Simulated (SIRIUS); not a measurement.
The system is HPbNO4.

```
CELL_PARAMETERS angstrom
4.27531 -0.00040 0.00636
-2.08399 5.20775 -0.04907
-2.12377 -1.86574 4.91491
ATOMIC_POSITIONS crystal
H 0.99073 0.03330 0.90994
Pb 0.50274 0.81989 0.14287
N 0.00838 0.47408 0.50265
O 0.99816 0.92741 0.02877
O 0.19467 0.73435 0.60852
O 0.81673 0.35882 0.24556
O 0.01381 0.33121 0.65217
```

The cell was built by a generator and needn't be a form met in nature.

```yaml
Program: SIRIUS 7.12.0
Task: single point
Functional: PBE
Potentials_or_basis: PseudoDojo 0.4.1 PBE standard (scalar relativistic)
Cutoff: 1152 eV
Density_cutoff: 4606 eV
k_mesh: 8 × 6 × 6
Occupations: fermi-dirac, width 0.05 eV
Spin: no spin polarisation
```

On this cell: pressure 0.0 GPa; largest force 0.210 eV/Å; band gap on the k mesh 2.79 eV.

The same run follows on a disturbed copy (atoms moved at random, drawn with an rms of 0.05 Å):

```
H Pb N O
1.0
     4.27531   -0.00040    0.00636
    -2.08399    5.20775   -0.04907
    -2.12377   -1.86574    4.91491
H Pb N O
1 1 1 4
Cartesian
  2.1747 -1.5632 4.5058
  0.1175 3.9633 0.6872
  -1.9727 1.5530 2.4492
  2.2871 4.7446 0.0830
  -2.0428 2.6346 2.9537
  2.2361 1.4521 1.1918
  -2.0702 0.4914 3.1756
```

What changes?

The energy moves by +34.3 meV/atom; pressure 2.5 GPa; largest force 4.069 eV/Å; band gap on the k mesh 2.89 eV.

Forces in eV/Å, atoms in the order of the input:
```
H    0.047  1.232 -0.825
Pb   0.108  0.150  0.016
N   -1.794 -3.485 -1.093
O   -0.220 -1.262  0.863
O    0.572  3.585  1.749
O    0.612 -0.398 -0.420
O    0.675  0.177 -0.290
```

Stress tensor (GPa, compression positive):
```
-0.70 -0.49 -0.26
-0.49  6.00  2.00
-0.26  2.00  2.30
```

Caveats: spin-orbit coupling is left out, which as a rule narrows the gap of such compounds by several tenths of an eV.

A k mesh can miss the band edges.
